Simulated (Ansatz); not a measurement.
# K+ with HBr: superposition error and deformation

An exercise on one series of results from a longer session: the logs are not shown, and one member is left open.

Method: PBE0-D4 structures, single points in def2-TZVPPD; program: Ansatz 0.2.0, Gaussian basis.

Levels: PBE-D4, revPBE-D4, BLYP-D4, r2SCAN-D4, B97M-V, PBE0-D4, B3LYP-D4, HSE06-D4, wB97X-V, wB97M-V, B2PLYP, Hartree-Fock, MP2, CCSD, CCSD(T).

Cores are frozen in the correlated methods. Filled d shells of the heavier atoms are correlated. The outer core shell of Li, Na, Mg and K is correlated. B3LYP uses VWN-RPA correlation. B2PLYP carries no dispersion term here.

129 further runs of the same task are left out: 129 set aside as unsound or not needed.

**The starting structure**

The relaxed pair: 3 atoms, charge 1, spin multiplicity 1.

Atoms are counted from 1 here; the program's logs count them from 0.

Bond lengths: K1–Br2 3.354 Å, Br2–H3 1.425 Å. Angles: K1–Br2–H3 103.8°.

Geometry (Å):

| atom | x (Å) | y (Å) | z (Å) |
| --- | --- | --- | --- |
| K1 | -0.0196 | 0.0456 | -2.3936 |
| Br2 | -0.2472 | 0.5768 | 0.9101 |
| H3 | 0.2667 | -0.6224 | 1.4836 |

Atoms 1 to 1 are fragment A (K+), the rest fragment B (HBr). From earlier runs, pair energy (eV) and counterpoise interaction (meV):

| method | E(pair) | interaction |
| --- | --- | --- |
| PBE-D4 | -86366.48524 | -327 |
| revPBE-D4 | -86374.36057 | -300 |
| BLYP-D4 | -86383.65345 | -315 |
| r2SCAN-D4 | -86381.66980 | -298 |
| B97M-V | -86366.32698 | -304 |
| PBE0-D4 | -86370.30021 | -318 |
| B3LYP-D4 | -86384.26353 | -319 |
| HSE06-D4 | -86370.19146 | -319 |
| wB97X-V | -86374.43132 | -307 |
| wB97M-V | -86378.34076 | -306 |
| B2PLYP | -86368.58032 | -283 |
| MP2 | -86327.02707 | -281 |
| CCSD(T) | -86327.89416 | -271 |

First each fragment is run alone in its own basis, frozen in the shape it has in the pair (a, b).

The first run:

a/in.yaml

```yaml
crystal:
  periodic: [false, false, false]
  atoms:
    - {symbol: K, position_ang: [-0.019572, 0.045595, -2.393646]}
basis:
  gaussian: {orbitals: "def2-TZVPPD.json"}
total_charge: 1
hamiltonian: {xc: {name: wB97X-V}}
```

b/in.yaml

```yaml
crystal:
  periodic: [false, false, false]
  atoms:
    - {symbol: Br, position_ang: [-0.247216, 0.576781, 0.910079]}
    - {symbol: H, position_ang: [0.266688, -0.622376, 1.483566]}
basis:
  gaussian: {orbitals: "def2-TZVPPD.json"}
hamiltonian: {xc: {name: wB97X-V}}
```

The basis file named in the input lies beside it (Basis Set Exchange, JSON).

Each run has its own folder and the same command.

On the command line:

```
> ansatz run in.yaml --threads 2 --pin off --events-out ev --progress --plain --max-ram 5222MiB
```

Steps of the session up to this table: wB97X-V/def2-TZVPPD; wB97M-V/def2-TZVPPD; B2PLYP/def2-TZVPPD; B97M-V/def2-TZVPPD; CCSD(T)/def2-TZVPPD; Relaxing HBr alone; PBE-D4/def2-TZVPPD; r2SCAN-D4/def2-TZVPPD; PBE0-D4/def2-TZVPPD; B3LYP-D4/def2-TZVPPD; BLYP-D4/def2-TZVPPD; revPBE-D4/def2-TZVPPD; HSE06-D4/def2-TZVPPD.

One of the session's tables, all rows but one given; the rest of the session is left out.

```
      method  interaction with counterpoise (meV)
      PBE-D4                                 -327
   revPBE-D4                                 -300
     BLYP-D4                                 -315
   r2SCAN-D4                                 -298
      B97M-V                                 -304
     PBE0-D4                                 -318
    B3LYP-D4                                 -319
    HSE06-D4                                 -319
     wB97X-V                                 -307
     wB97M-V                                 -306
      B2PLYP                                 -283
Hartree-Fock                                    ?
         MP2                                 -281
        CCSD                                 -268
     CCSD(T)                                 -271
```

**Question.** Estimate the row for Hartree-Fock.

As computed: interaction with counterpoise (meV): -244. In the column «interaction with counterpoise (meV)» it is the highest.
